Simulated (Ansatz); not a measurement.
CH6GeOSn, SMILES [SnH3][CH]1[O][GeH2]1, a polarisability from point charges

With Ansatz 0.2.0, Python API.

Notebook, run cell by cell (the value of a cell's last expression is shown):

**Cell 1**
```python
from dataclasses import dataclass

import ansatz as az
import numpy as np
```

**Cell 2**
```python
@dataclass
class Options:
    basis: str = "def2-SVP"
    xc: str = "HF"
```

**Cell 3**
```python
opts = Options()
```

**Cell 4**
```python
GEOMETRY = """
Sn   -1.28300    0.88990    0.19060
C     0.65690    0.41700   -0.42140
O     0.63450   -0.56740   -1.35930
Ge    1.29960   -1.27670    0.25670
H    -2.03100    2.01050   -1.02200
H    -1.28090    1.73600    1.74100
H    -2.26850   -0.52040    0.29110
H     1.49530    1.19030   -0.59790
H     0.13810   -2.25950    0.78570
H     2.72200   -1.67100    0.13850
"""
```

**Cell 5**
```python
ch6geosn = az.Crystal.molecule()
for line in GEOMETRY.strip().splitlines():
    symbol, *xyz = line.split()
    ch6geosn = ch6geosn.atom(symbol, [float(v) for v in xyz])

setup = (
    ch6geosn.calculation()
    .basis(gaussian=opts.basis)
    .functional(opts.xc)
    .forces()
)
# charges +q and -q at -R and +R make a nearly even field 2 k q / R^2 at the centre
centre = np.mean([site.position_ang for site in ch6geosn.cartesian_sites], axis=0)
field = 2 * 14.399645 * 4.0 / 40.0 ** 2
```

**Cell 6**
```python
def dipole(axis, sign):
    arm = 40.0 * np.eye(3)[axis]
    pair = [{"charge": sign * 4.0, "position_ang": (centre - arm).tolist()}, {"charge": -sign * 4.0, "position_ang": (centre + arm).tolist()}]
    deck = setup.input().set(az.key.basis.gaussian.point_charges, pair)
    return np.array(az.Session.from_dict(deck).plan().execute().report["charge_distribution"]["dipole_moment_e_ang"])
```

**Cell 7**
```python
print(f"field {field:.4f} V/A")
alpha = np.array([(dipole(axis, 1) - dipole(axis, -1)) / (2 * field) * 14.399645 for axis in range(3)])
print("polarisability tensor (A^3)")
print(np.array2string(alpha, precision=3, suppress_small=True))
print(f"mean {np.trace(alpha) / 3:.3f} A^3 = {np.trace(alpha) / 3 / 0.14818471:.2f} bohr^3")
```
Output:
```text
field 0.0720 V/A
polarisability tensor (A^3)
[[12.038 -2.215  0.626]
 [-2.213 12.257 -1.533]
 [ 0.624 -1.522  9.523]]
mean 11.273 A^3 = 76.07 bohr^3
```

Caveats:
- The geometry is a force-field or estimated start, not a minimum of this method, and the basis set is short of its limit. The field of two point charges is only nearly even.
- def2 sets replace the cores of elements past krypton by effective core potentials.
- Without diffuse functions polarisabilities are unreliable, as a rule too low, and they change with the bond lengths of this unrelaxed start.
- Run time: 26 s on 1 thread of Arm Neoverse V1 (shared host), peak memory 0.34 GiB.
